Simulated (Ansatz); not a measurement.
# HfC (rocksalt type): a single-point run

The task is a single-point run on HfC (rocksalt type). The structure is shown as the input types it.

Computed with Ansatz 0.2.0 (Kohn-Sham DFT, with the functional, basis and potentials that each input names, unless a step's input says otherwise).

**1. The system as given**

Symmetry: Fm-3m, No. 225, cubic system. Conventional cell: a = 4.129 Å, b = 4.129 Å, c = 4.129 Å, α = 90.00°, β = 90.00°, γ = 90.00°. Hf (site symmetry m-3m) is surrounded by 6 C at 2.06 Å. C (site symmetry m-3m) has 6 Hf at 2.06 Å as nearest neighbours.

Coordinates:

```cif
data_structure
_symmetry_space_group_name_H-M 'P 1'
_symmetry_Int_Tables_number 1
_cell_length_a 2.9197
_cell_length_b 2.9197
_cell_length_c 2.9197
_cell_angle_alpha 60.000
_cell_angle_beta 60.000
_cell_angle_gamma 60.000
_cell_volume 17.60
loop_
_atom_site_label
_atom_site_type_symbol
_atom_site_fract_x
_atom_site_fract_y
_atom_site_fract_z
_atom_site_occupancy
Hf1 Hf 0.00000 0.00000 0.00000 1
C1 C 0.50000 0.50000 0.50000 1
```

**2. Input and run**

The input, input.yaml:

```yaml
crystal:
  lattice:
    - [0.0, 2.0645643657, 2.0645643657]
    - [2.0645643657, 0.0, 2.0645643657]
    - [2.0645643657, 2.0645643657, 0.0]
  atoms:
    - { symbol: Hf, position: [0.0, 0.0, 0.0] }
    - { symbol: C, position: [0.5, 0.5, 0.5] }
kpoints:
  mp_grid: { grid: [17, 17, 17] }
  band_path:
    path:
      - [0.0, 0.0, 0.0]
      - [0.5, 0.0, 0.5]
      - [0.625, 0.25, 0.625]
      - [0.375, 0.375, 0.75]
      - [0.0, 0.0, 0.0]
      - [0.5, 0.5, 0.5]
      - [0.5, 0.25, 0.75]
      - [0.5, 0.0, 0.5]
    npoints: 8
scf:
  occupations: { method: fermi_dirac, width: 0.08 }
  max_iter: 80
hamiltonian:
  xc: pbesol
  pseudopotentials: { kind: paw }
  hubbard: { sites: [{ species: Hf, l: d, u_eff: -5.0 }] }
output:
  forces: true
  stress: true
  eigenvalues: true
  populations: true
```

Started as:

```bash
ansatz run input.yaml --threads 1 --pin off --max-ram 2048MiB --backend cpu --events-out ev --progress --plain --runs-dir out
```

Q: Will this input give a usable result? If not, why, and what should change?

This run ends as converged. It gives a pressure of 144 GPa, which is large; a structure far from rest gives such values too, whatever the setting.

In the input, hamiltonian.hubbard.sites is [{species: Hf, l: d, u_eff: -5.0}]. The U is far outside the few eV that correlated shells need; it reshapes the shell's occupations.

Run again and compare: delete hamiltonian.hubbard.sites.
